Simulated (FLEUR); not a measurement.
# BiTe (R-3m) in FLEUR: further runs, part 2 of 2

FLEUR MaX-R8.1 (later development tree).

### 5 Equation of state, PBE, 33.72 Å³/atom

Changes to inp.xml since step 4:

```diff
@@ -24,3 +24,3 @@
       <xi:include xmlns:xi="http://www.w3.org/2001/XInclude" href="sym.xml"> </xi:include>
-      <bulkLattice scale="0.9864848297">
+      <bulkLattice scale="1.0000000000">
          <bravaisMatrix>
```

Run with:

```
$ inpgen -f crystal.txt -profile fastHighL
$ # inp.xml edited to the form shown
$ fleur_MPI
```

Run time: 3.5 min. Hardware: 1 thread of Intel Xeon at 2.50GHz (Skylake/Cascade Lake), shared host; peak memory 0.09 GiB.

Results (log left out):

* Free energy: -772203.9191 eV
* Band gap on the k mesh: none (metal or under the smearing width)
* Valence electrons inside the program's atomic spheres: Bi 18.73; Te 20.05 (radii Bi 2.66, Te 2.66 bohr)

Caveat: spin-orbit coupling is left out, which moves the levels of the heavy elements.

### 6 Equation of state, PBE, 35.07 Å³/atom (volume scaled by 1.04)

Changes to inp.xml since step 5:

```diff
@@ -24,3 +24,3 @@
       <xi:include xmlns:xi="http://www.w3.org/2001/XInclude" href="sym.xml"> </xi:include>
-      <bulkLattice scale="1.0000000000">
+      <bulkLattice scale="1.0131594038">
          <bravaisMatrix>
```

Potentials or basis: all-electron, FLAPW.

Run with:

```
$ inpgen -f crystal.txt -profile fastHighL
$ # inp.xml edited to the form shown
$ fleur_MPI
```

It took 4 min on 1 thread of Intel Xeon at 2.50GHz (Skylake/Cascade Lake), shared host; peak memory 0.09 GiB.

Results (log left out):

* Free energy: -772203.9070 eV
* Band gap on the k mesh: none (metal or under the smearing width)
* Valence electrons inside the program's atomic spheres: Bi 18.70; Te 20.03 (radii Bi 2.66, Te 2.66 bohr)

Caveat: spin-orbit coupling is left out, which moves the levels of the heavy elements.

### 7 Equation of state, PBE, 35.75 Å³/atom (volume scaled by 1.06)

Changes to inp.xml since step 6:

```diff
@@ -24,3 +24,3 @@
       <xi:include xmlns:xi="http://www.w3.org/2001/XInclude" href="sym.xml"> </xi:include>
-      <bulkLattice scale="1.0131594038">
+      <bulkLattice scale="1.0196128224">
          <bravaisMatrix>
```

Run with:

```
$ inpgen -f crystal.txt -profile fastHighL
$ # inp.xml edited to the form shown
$ fleur_MPI
```

Wall time 4 min (1 thread of Intel Xeon at 2.50GHz (Skylake/Cascade Lake), shared host); peak memory 0.09 GiB.

The run converged. Its results:

* Free energy: -772203.8908 eV
* Band gap on the k mesh: none (metal or under the smearing width)
* Valence electrons inside the program's atomic spheres: Bi 18.69; Te 20.02 (radii Bi 2.66, Te 2.66 bohr)

Caveat: spin-orbit coupling is left out, which moves the levels of the heavy elements.

### 8 Equation of state, PBE

Potentials or basis: all-electron, FLAPW.

This step only gathers the single runs of the series.

Results:

```
Equilibrium volume                        : 33.86 Å³/atom
Bulk modulus at fixed shape and positions : 48 GPa
Pressure derivative of the bulk modulus   : 4.6 (rough: it moves with the points fitted)
```

Energy against volume, from the lowest point:
| volume (Å³/atom) | energy (meV/atom) |
| --- | --- |
| 31.701 | 23.08 |
| 32.376 | 10.44 |
| 33.725 | 0.00 |
| 35.074 | 6.04 |
| 35.748 | 14.16 |

Caveat: the cell was scaled at fixed shape and fractional positions, which overstates the stiffness of a crystal with free parameters, most of all of layers and chains; spin-orbit coupling is left out, which moves the levels of the heavy elements.
